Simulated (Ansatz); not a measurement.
# BaTlH3: the cost of one run

Program: Ansatz 0.2.0. Level of theory: DFT PBE, scalar-relativistic, plane waves, PAW. These are calculated values, not measurements.

### Step 1. Starting point

It takes space group Pm-3m (No. 221, cubic). Conventional cell: a = 4.644 Å, b = 4.644 Å, c = 4.644 Å, α = 90.00°, β = 90.00°, γ = 90.00°. Ba (site symmetry m-3m) has 6 H at 2.32 Å as nearest neighbours. Around Tl (site symmetry m-3m) lie 12 H at 3.28 Å. Around H (site symmetry 4/mmm) lie 2 Ba at 2.32 Å and 4 Tl at 3.28 Å.

As a file:

```cif
data_structure
_symmetry_space_group_name_H-M 'Pm-3m'
_symmetry_Int_Tables_number 221
_cell_length_a 4.6441
_cell_length_b 4.6441
_cell_length_c 4.6441
_cell_angle_alpha 90.000
_cell_angle_beta 90.000
_cell_angle_gamma 90.000
_cell_volume 100.16
loop_
_atom_site_label
_atom_site_type_symbol
_atom_site_symmetry_multiplicity
_atom_site_Wyckoff_symbol
_atom_site_fract_x
_atom_site_fract_y
_atom_site_fract_z
_atom_site_occupancy
Ba1 Ba 1 b 0.50000 0.50000 0.50000 1
Tl1 Tl 1 a 0.00000 0.00000 0.00000 1
H1 H 3 c 0.00000 0.50000 0.50000 1
```

Recipe of the guess: species swapped into a database cell of Sc3TlB (Pm-3m, No. 221), with H on the Sc sites and Ba on the B sites. Lengths come from tabulated atomic sizes and are only a guess.

### Step 2. Probe: one point on a coarse mesh

Input file input.yaml:

```yaml
crystal:
  lattice:
    - [4.64413601, 0.0, 0.0]
    - [0.0, 4.64413601, 0.0]
    - [0.0, 0.0, 4.64413601]
  atoms:
    - { symbol: Ba, position: [0.5, 0.5, 0.5] }
    - { symbol: Tl, position: [0.0, 0.0, 0.0] }
    - { symbol: H, position: [0.0, 0.5, 0.5] }
    - { symbol: H, position: [0.5, 0.0, 0.5] }
    - { symbol: H, position: [0.5, 0.5, 0.0] }
basis:
  ecutwfc: 420
kpoints:
  mp_grid: { grid: [4, 4, 4] }
hamiltonian:
  xc: pbe
scf:
  occupations: { method: gaussian, width: 0.1 }
  lower_state_search: "off"
output:
  forces: true
  stress: true
  eigenvalues: true
```

Launch:

```
> ansatz run input.yaml --threads 1 --pin off --max-ram 2048MiB --backend cpu --events-out ev --progress --plain --runs-dir out
```

**Question.** How long does this run take on 1 thread of Arm Neoverse V2, shared host, and how much memory does it need?

About 1.4 s, with a peak of 0.32 GiB.
